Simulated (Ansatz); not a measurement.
Ta3AsAu2O13:

```
Ta As Au O
1.0
     5.72386    0.00000    0.00000
     1.29464    6.25668    0.00000
     0.26816    1.30982    8.36637
Ta As Au O
3 1 2 13
Direct
  0.21713 0.30521 0.58431
  0.03325 0.11123 0.99855
  0.58248 0.62145 0.50482
  0.58707 0.89691 0.83049
  0.58004 0.09228 0.18613
  0.04485 0.82077 0.44682
  0.66201 0.69726 0.71088
  0.51632 0.13418 0.69625
  0.85098 0.88773 0.91932
  0.34466 0.87003 0.94651
  0.73015 0.29240 0.03095
  0.24622 0.21809 0.11075
  0.12900 0.09398 0.49104
  0.48032 0.38887 0.43499
  0.05966 0.26685 0.78594
  0.93330 0.53240 0.45645
  0.49975 0.85161 0.34971
  0.25256 0.62988 0.62473
  0.91878 0.95175 0.22636
```

The cell was built by a generator and needn't be a form met in nature.

* Program: Ansatz 0.2.0
* Task: relaxation of cell and atoms
* Functional: PBE
* Dispersion: D3(BJ)-ATM
* Potentials or basis: Ansatz PAW
* Cutoff: 420 eV (not typed: the program's choice for these potentials)
* k mesh: 4 × 3 × 3
* Occupations: fermi-dirac, width 0.05 eV
* Spin: no spin polarisation

At the start: volume 15.77 Å³/atom.

Where does the relaxation end?

It ends after 13 steps and the volume is 15.28 Å³/atom (-3.1 %); space group P1 (No. 1, to 0.05 Å).

Step by step:
| step | energy change (eV) | largest force (eV/Å) | volume (Å³) |
| --- | --- | --- | --- |
| 1 | 0.0000 | 0.0372 | 299.62 |
| 2 | -0.0626 | 0.2187 | 290.48 |
| 3 | -0.0649 | 0.0802 | 291.93 |
| 4 | -0.0661 | 0.0552 | 291.88 |
| 5 | -0.0691 | 0.0218 | 291.33 |
| 6 | -0.0692 | 0.0153 | 291.31 |
| 7 | -0.0694 | 0.0192 | 291.28 |
| 8 | -0.0694 | 0.0092 | 291.29 |
| 9 | -0.0459 | 0.0093 | 291.29 |
| 10 | -0.0513 | 0.0293 | 289.84 |
| 11 | -0.0499 | 0.0370 | 290.28 |
| 12 | -0.0499 | 0.0065 | 290.32 |
| 13 | -0.0465 | 0.0064 | 290.32 |

Final structure:
```cif
data_structure
_symmetry_space_group_name_H-M 'P 1'
_symmetry_Int_Tables_number 1
_cell_length_a 5.6906
_cell_length_b 6.3208
_cell_length_c 8.3596
_cell_angle_alpha 81.671
_cell_angle_beta 87.797
_cell_angle_gamma 77.378
_cell_volume 290.32
loop_
_atom_site_label
_atom_site_type_symbol
_atom_site_fract_x
_atom_site_fract_y
_atom_site_fract_z
_atom_site_occupancy
Ta1 Ta 0.21979 0.30454 0.58455 1
Ta2 Ta 0.02932 0.11659 0.00092 1
Ta3 Ta 0.58469 0.61780 0.50178 1
As1 As 0.59233 0.89268 0.83184 1
Au1 Au 0.57346 0.09747 0.18766 1
Au2 Au 0.04231 0.82057 0.44631 1
O1 O 0.66690 0.68588 0.71277 1
O2 O 0.52138 0.12929 0.69467 1
O3 O 0.85854 0.88536 0.91822 1
O4 O 0.34780 0.87154 0.95020 1
O5 O 0.72061 0.30114 0.03233 1
O6 O 0.23665 0.22897 0.11585 1
O7 O 0.12688 0.09299 0.49109 1
O8 O 0.48608 0.38207 0.43124 1
O9 O 0.05829 0.27165 0.78709 1
O10 O 0.93787 0.53013 0.45021 1
O11 O 0.49765 0.85009 0.34696 1
O12 O 0.25195 0.63058 0.62545 1
O13 O 0.91601 0.95354 0.22585 1
```

Caveat: the plane-wave basis is chosen anew once the cell has moved, so the energies of steps on either side of that aren't comparable; the pressure holds a Pulay correction of +0.6 GPa for the finite cutoff.
